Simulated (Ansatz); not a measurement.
Runs of Ansatz 0.2.0 on RuAu. Symmetry: Pm-3m, No. 221, cubic system. The conventional cell has a = 3.165 Å, b = 3.165 Å, c = 3.165 Å, α = 90.00°, β = 90.00°, γ = 90.00°. Ru (site symmetry m-3m) has 8 Au at 2.74 Å as nearest neighbours. Au (site symmetry m-3m) is surrounded by 8 Ru at 2.74 Å. The cell was built by a generator and needn't be a form met in nature.

```csv
task,level,cell,k mesh,cutoff (eV),target pressure (GPa),mesh quality,gap on the mesh (eV),pressure (GPa)
projected density of states,LDA,as given,5 × 5 × 5,420,-,coarse,none,(a)
projected density of states,HSE06,as given,5 × 5 × 5,420,-,coarse,none,-9.1
relaxation of cell and atoms,PBEsol,relaxed to 10 GPa,8 × 8 × 8,420,10,not flagged,none,10.0
projected density of states,PBEsol,as given,5 × 5 × 5,420,-,coarse,none,-9.8
projected density of states,RPBE,as given,5 × 5 × 5,420,-,coarse,none,3.5
projected density of states,revPBE,as given,5 × 5 × 5,420,-,coarse,none,(b)
projected density of states,r2SCAN0,as given,5 × 5 × 5,500,-,coarse,none,-12.2
projected density of states,BLYP,as given,5 × 5 × 5,420,-,coarse,none,11.6
```

Alike in all rows: potentials or basis Ansatz PAW; no spin polarisation; smearing fermi-dirac 0.05 eV.

Question: Estimate the missing entries.

Answer: (a) -14.7; (b) 2.3.

Caveats: some runs use coarse meshes; the PAW data sets come from PBE, with cores solved anew for the run's functional, which leaves a small shift of forces and pressure; the density of states is complete only up to the lowest level of the last band computed (some runs); the thresholds are loose for stress (some runs); the plane-wave basis is chosen anew once the cell has moved, so the energies of steps on either side of that aren't comparable (some runs).

A k mesh can miss the band edges, and the runs leave out spin-orbit coupling on Au, Ru.

A gap of «none» marks a metal or a gap under the smearing width.

Runs at the PBE level aren't shown here.
